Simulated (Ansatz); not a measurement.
# SnSe: the cost of one run

Computed with Ansatz 0.2.0 (DFT LDA, scalar-relativistic, plane waves, PAW, unless a step's input says otherwise).

2 further runs of the same task are left out: 2 set aside as unsound or not needed.

## 1. The structure to begin with

Symmetry: Fm-3m, No. 225, cubic system. Conventional cell: a = 5.893 Å, b = 5.893 Å, c = 5.893 Å, α = 90.00°, β = 90.00°, γ = 90.00°. Around Sn (site symmetry m-3m) lie 6 Se at 2.95 Å. Se (site symmetry m-3m) is surrounded by 6 Sn at 2.95 Å.

Coordinates:

```cif
data_structure
_symmetry_space_group_name_H-M 'P 1'
_symmetry_Int_Tables_number 1
_cell_length_a 4.1666
_cell_length_b 4.1666
_cell_length_c 4.1666
_cell_angle_alpha 60.000
_cell_angle_beta 60.000
_cell_angle_gamma 60.000
_cell_volume 51.15
loop_
_atom_site_label
_atom_site_type_symbol
_atom_site_fract_x
_atom_site_fract_y
_atom_site_fract_z
_atom_site_occupancy
Sn1 Sn 0.00000 0.00000 0.00000 1
Se1 Se 0.50000 0.50000 0.50000 1
```

It is the result of an earlier relaxation at this level (volume 25.57 Å³/atom; gap on the mesh: 0.78 eV).

## 2. The cell under 40 GPa

What is minimised here is the enthalpy; the energy can go up as the cell is squeezed.

input.yaml reads:

```yaml
crystal:
  lattice:
    - [0.0, 2.946261913, 2.946261913]
    - [2.946261913, 0.0, 2.946261913]
    - [2.946261913, 2.946261913, 0.0]
  atoms:
    - { symbol: Sn, position: [0.0, 0.0, 0.0] }
    - { symbol: Se, position: [0.5, 0.5, 0.5] }
basis:
  ecutwfc: 420
kpoints:
  mp_grid: { grid: [8, 8, 8] }
hamiltonian:
  xc: lda
scf:
  occupations: { method: fixed }
output:
  forces: true
  stress: true
  eigenvalues: true
relax:
  adjacent_minimum: "off"
  f_tol: 0.001
  max_steps: 60
  cell: { stress_tol: 0.02, p_target: 40.0 }
```

Launch:

```bash
ansatz run input.yaml --threads 1 --pin off --max-ram 3072MiB --backend cpu --events-out ev --progress --plain --runs-dir out
```

What time and memory should one allow on 1 thread of Arm Neoverse V2, shared host?

About 9.3 s, with a peak of 0.32 GiB.
